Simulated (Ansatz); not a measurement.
# Si6O11: the cost of one run

Computed with Ansatz 0.2.0 (DFT LDA, scalar-relativistic, plane waves, PAW, unless a step's input says otherwise).

38 further runs of the same task are left out: 38 set aside as unsound or not needed.

## 1. The structure to begin with

The structure is trigonal, space group P3_121 (No. 152). Conventional cell: a = 4.867 Å, b = 4.867 Å, c = 5.365 Å, α = 90.00°, β = 90.00°, γ = 120.00°. Si (site symmetry 2) is surrounded by 4 O at 1.61 Å. O (site symmetry 1) has 2 Si at 1.61 Å as nearest neighbours.

As a file:

```xyz
9
Lattice="4.8668 0.0000 0.0000 -2.4334 4.2147 0.0000 0.0000 0.0000 5.3652" Properties=species:S:1:pos:R:3 pbc="T T T"
Si    2.2616    0.0000    1.7884
Si   -1.1308    1.9586    3.5768
Si    1.3026    2.2562    0.0000
O     1.3286    1.1643    1.1874
O     3.1941    0.5685    2.9758
O     2.7774    2.4819    4.7642
O     0.3440    1.7328    4.1777
O    -1.1047    3.0504    2.3893
O     0.7607    3.6463    0.6009
```

It is the result of an earlier relaxation at this level (volume 12.23 Å³/atom; gap on the mesh: 5.83 eV).

## 3. The grid

Atoms count from 1 in the order of the input.

An atom moved over a plane that holds its own site and a neighbouring vacancy.

First coordinate, path of O12 from its site (0) to the vacancy (1), 2.613 Å: 11 values from −0.125 to 1.125. Second coordinate, shift of O12 across the path, along a normal: 9 values from −0.500 Å.

Nothing else is relaxed (all other atoms held at the sites of the perfect crystal). Points are written as (first, second).

(The set-up runs are not shown.)

## 4. Grid point (1.125, 0.500 Å)

Contents of input.yaml:

```yaml
crystal:
  lattice:
    - [-2.4333868794, 4.2147497096, 0.0]
    - [0.0, 0.0, 5.3651521237]
    - [7.3001606382, 4.2147497096, 0.0]
  atoms:
    - { symbol: Si, position: [0.7676536602, 0.3333333333, 0.2323463398] }
    - { symbol: Si, position: [0.2676536602, 0.3333333333, 0.7323463398] }
    - { symbol: Si, position: [0.4646926795, 0.6666666667, 0.0] }
    - { symbol: Si, position: [0.9646926795, 0.6666666667, 0.5] }
    - { symbol: Si, position: [0.2676536602, 0.0, 0.2676536602] }
    - { symbol: Si, position: [0.7676536602, 0.0, 0.7676536602] }
    - { symbol: O, position: [0.070688496, 0.2213245393, 0.2055640003] }
    - { symbol: O, position: [0.570688496, 0.2213245393, 0.7055640003] }
    - { symbol: O, position: [0.7730017524, 0.5546578727, 0.3618737519] }
    - { symbol: O, position: [0.2730017524, 0.5546578727, 0.8618737519] }
    - { symbol: O, position: [0.6563097516, 0.887991206, 0.9325622479] }
    - { symbol: O, position: [0.2420044031, 0.9063141302, 0.4819140452] }
    - { symbol: O, position: [0.7730017524, 0.7786754607, 0.6381262481] }
    - { symbol: O, position: [0.6563097516, 0.4453421273, 0.0674377521] }
    - { symbol: O, position: [0.1563097516, 0.4453421273, 0.5674377521] }
    - { symbol: O, position: [0.570688496, 0.112008794, 0.2944359997] }
    - { symbol: O, position: [0.070688496, 0.112008794, 0.7944359997] }
total_charge: 2
basis:
  ecutwfc: 420
kpoints:
  mp_grid: { grid: [4, 4, 2] }
hamiltonian:
  xc: lda
  pseudopotentials: { kind: paw, azcp: { folder: soft_1 } }
scf:
  occupations: { method: gaussian, width: 0.05 }
output:
  forces: true
  stress: true
  eigenvalues: true
  write_density: true
  write_potential: true
  elf: true
  volumetric_format: npy
```

Launch:

```
$ ansatz run input.yaml --threads 4 --pin off --max-ram 8192MiB --backend cpu --events-out ev --progress --plain --runs-dir out
```

Q: Estimate wall time and peak memory on 4 threads of Intel Xeon Platinum 8488C (Sapphire Rapids), shared host.

About 5.6 s, with a peak of 0.7 GiB.
